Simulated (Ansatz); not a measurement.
# Si (zinc blende): the cost of one run

Program: Ansatz 0.2.0. Level of theory: DFT PBE, scalar-relativistic, plane waves, PAW. These are calculated values, not measurements.

## 1. Starting point

The structure is cubic, space group Fd-3m (No. 227). The conventional cell has a = 5.466 Å, b = 5.466 Å, c = 5.466 Å, α = 90.00°, β = 90.00°, γ = 90.00°. Around Si (site symmetry -43m) lie 4 Si at 2.37 Å.

As a file:

```xyz
2
Lattice="0.0000 2.7330 2.7330 2.7330 0.0000 2.7330 2.7330 2.7330 0.0000" Properties=species:S:1:pos:R:3 pbc="T T T"
Si    0.0000    0.0000    0.0000
Si    1.3665    1.3665    1.3665
```

## 2. Volume × 1.02

The input, input.yaml:

```yaml
crystal:
  lattice:
    - [0.0, 2.7329806565, 2.7329806565]
    - [2.7329806565, 0.0, 2.7329806565]
    - [2.7329806565, 2.7329806565, 0.0]
  atoms:
    - { symbol: Si, position: [0.0, 0.0, 0.0] }
    - { symbol: Si, position: [0.25, 0.25, 0.25] }
scf:
  occupations: { method: fixed }
output:
  forces: true
  stress: true
  eigenvalues: true
  write_density: true
  write_potential: true
  elf: true
  volumetric_format: npy
hamiltonian:
  xc: pbe
basis:
  ecutwfc: 500
kpoints:
  mp_grid: { grid: [12, 12, 12] }
```

The run is started by

```
> ansatz run input.yaml --threads 1 --pin off --max-ram 2867MiB --backend cpu --events-out ev --progress --plain --runs-dir out
```

What time and memory should one allow on 1 thread of Intel Xeon at 2.30GHz, shared host?

About 1.7 s, with a peak of 0.37 GiB.
